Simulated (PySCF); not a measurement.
# CH10N2OSi4: the cost of one run

Computed with PySCF 2.14.0 and routines of our own; the level stands in each step. Atoms count from 0.

### 1 The system as given

18 atoms, charge 0, multiplicity 1; geometry from: GFN2-xTB.

### 2 Magnetic properties: GIAO HF/pcSseg-1

The job: settings as JSON, then the geometry in Å.

```
{"job": {"kind": "mag", "xc": "HF", "basis": "pcSseg-1", "isotopologues": 2}, "charge": 0, "multiplicity": 1}
N      1.853329     3.083381    -0.669291
C      1.388767     2.062853    -0.900747
Si     0.626149     0.407289    -1.315482
O      1.618641    -0.706894    -0.711469
Si     2.288234    -1.810139     0.272769
N     -0.954026     0.358229    -0.610824
Si    -1.821249     1.864590    -0.394594
Si    -1.588739    -1.180110    -0.080630
H      0.618463     0.210014    -2.762471
H      2.335960    -1.257256     1.624743
H      1.453696    -3.009106     0.201081
H      3.618755    -2.017214    -0.292920
H     -1.300811     2.566787     0.779212
H     -3.229328     1.522138    -0.216469
H     -1.620392     2.653528    -1.610226
H     -1.064945    -1.503257     1.250534
H     -1.188423    -2.194557    -1.055778
H     -3.042840    -1.043959    -0.048616
```

With the program's defaults for keys left out, this is: GIAO HF/pcSseg-1 magnetisability, rotational g tensor and spin-rotation constants, non-relativistic, gas phase.

Command:

```console
$ OMP_NUM_THREADS=1 python excited_run.py task.json out
```

One launch serves the whole session: the jobs run in the order shown.

Q: Estimate the wall time and peak memory of this first job on 1 thread of Arm Neoverse V1, shared host.

About 43 s, with a peak of 0.95 GiB.
